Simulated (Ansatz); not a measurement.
# Si₃Ge₂H₁₂: up Jacob's ladder to CCSD(T)

One table from this session's results is given with a row withheld; the runs are named, their logs left out.

Program: Ansatz 0.2.0, Gaussian basis. Level of theory: functionals in def2-TZVPP, the program's frozen cores in correlated methods. These are calculated values, not measurements.

The runs, in order: LDA (SPW92), PBE-D4, revPBE-D4, BLYP-D4, r2SCAN-D4, B97M-V, PBE0-D4, B3LYP-D4, r2SCANh-D4, r2SCAN0-D4, HSE06-D4, BHLYP-D4, CAM-B3LYP-D4, LC-ωPBE, ωB97X-V, ωB97M-V, B2PLYP, PBE-QIDH; CCSD(T)/def2-SVP; CCSD(T)/def2-TZVPP; MP2/def2-QZVPP; extrapolation to the limit; RPA on PBE.

1 further run of the same task is left out (it didn't finish).

**The geometry**

The geometry comes from an earlier relaxation with PBE0-D4 in a triple-zeta def2 set; it is a stationary point, not always the lowest conformer.

SMILES `[GeH3][SiH2][SiH2][SiH2][GeH3]`, 17 atoms, charge 0, spin multiplicity 1.

Atoms are counted from 1 here; the program's logs count them from 0.

Bond lengths: Ge1–Si2 2.380 Å, Ge1–H6 1.538 Å, Ge1–H7 1.538 Å, Ge1–H8 1.538 Å, Si2–Si3 2.338 Å, Si2–H9 1.490 Å, Si2–H10 1.489 Å, Si3–Si4 2.337 Å, Si3–H11 1.490 Å, Si3–H12 1.490 Å, Si4–Ge5 2.380 Å, Si4–H13 1.489 Å, Si4–H14 1.490 Å, Ge5–H15 1.538 Å, Ge5–H16 1.538 Å, Ge5–H17 1.538 Å. Angles: Si2–Ge1–H6 111.3°, Si2–Ge1–H7 110.3°, Si2–Ge1–H8 110.0°, H6–Ge1–H7 108.5°, H6–Ge1–H8 108.4°, H7–Ge1–H8 108.2°, Ge1–Si2–Si3 109.7°, Ge1–Si2–H9 108.8°, Ge1–Si2–H10 109.7°, Si3–Si2–H9 109.0°, Si3–Si2–H10 111.2°, H9–Si2–H10 108.3°, Si2–Si3–Si4 108.2°, Si2–Si3–H11 109.6°, Si2–Si3–H12 110.5°, Si4–Si3–H11 110.4°, Si4–Si3–H12 109.7°, H11–Si3–H12 108.4° and more.

The first run:

File in.yaml:

```yaml
crystal:
  periodic: [false, false, false]
  atoms:
    - {symbol: Ge, position_ang: [0.501088, 1.834191, -1.854238]}
    - {symbol: Si, position_ang: [1.728622, 0.947438, -0.017752]}
    - {symbol: Si, position_ang: [1.343259, -1.351957, 0.150360]}
    - {symbol: Si, position_ang: [-0.965834, -1.711076, 0.099245]}
    - {symbol: Ge, position_ang: [-2.034015, -0.294422, 1.685941]}
    - {symbol: H, position_ang: [0.768682, 3.338219, -2.031375]}
    - {symbol: H, position_ang: [0.891006, 1.112497, -3.155518]}
    - {symbol: H, position_ang: [-1.006697, 1.631659, -1.626954]}
    - {symbol: H, position_ang: [1.266659, 1.610014, 1.233852]}
    - {symbol: H, position_ang: [3.178386, 1.239889, -0.193802]}
    - {symbol: H, position_ang: [2.004249, -2.054569, -0.985290]}
    - {symbol: H, position_ang: [1.905170, -1.882604, 1.424295]}
    - {symbol: H, position_ang: [-1.297750, -3.133339, 0.391303]}
    - {symbol: H, position_ang: [-1.477360, -1.381346, -1.260392]}
    - {symbol: H, position_ang: [-1.477750, -0.556935, 3.095855]}
    - {symbol: H, position_ang: [-3.553859, -0.528077, 1.709665]}
    - {symbol: H, position_ang: [-1.773855, 1.180409, 1.334796]}
basis:
  gaussian: {orbitals: def2-TZVPP}
hamiltonian: {xc: lda}
output: {orbitals: {seedname: orbitals}}
```

Among the steps run: LDA; PBE-D4 (GGA); revPBE-D4 (GGA); BLYP-D4 (GGA); r2SCAN-D4 (meta-GGA); B97M-V (meta-GGA); PBE0-D4 (hybrid); B3LYP-D4 (hybrid); r2SCANh-D4 (hybrid); r2SCAN0-D4 (hybrid); HSE06-D4 (hybrid); BHLYP-D4 (hybrid); CAM-B3LYP-D4 (range-separated); LC-ωPBE-D4 (range-separated; the results give it without D4); ωB97X-V (range-separated); ωB97M-V (range-separated); B2PLYP (double hybrid); PBE-QIDH (double hybrid).

One of the session's tables, all rows but one given; the rest of the session is left out.

It belongs to the step «Frontier levels by functional». 

```
  functional  HOMO (eV)  gap (eV)
 LDA (SPW92)      -6.95      5.57
      PBE-D4          ?         ?
   revPBE-D4      -6.81      5.69
     BLYP-D4      -6.69      5.65
   r2SCAN-D4      -7.10      6.10
      B97M-V      -7.23      6.01
     PBE0-D4      -7.88      7.47
    B3LYP-D4      -7.68      7.10
  r2SCANh-D4      -7.48      6.75
  r2SCAN0-D4      -8.04      7.73
    HSE06-D4      -7.50      6.72
    BHLYP-D4      -8.78      9.29
CAM-B3LYP-D4      -9.08      9.72
     LC-ωPBE     -10.37     12.04
     ωB97X-V     -10.06     11.62
     ωB97M-V      -9.83     11.11
```

Estimate the missing values for PBE-D4.

As computed: HOMO (eV): -6.86; gap (eV): 5.65. In the column «HOMO (eV)» it lies between LDA (SPW92) (-6.95) and revPBE-D4 (-6.81).
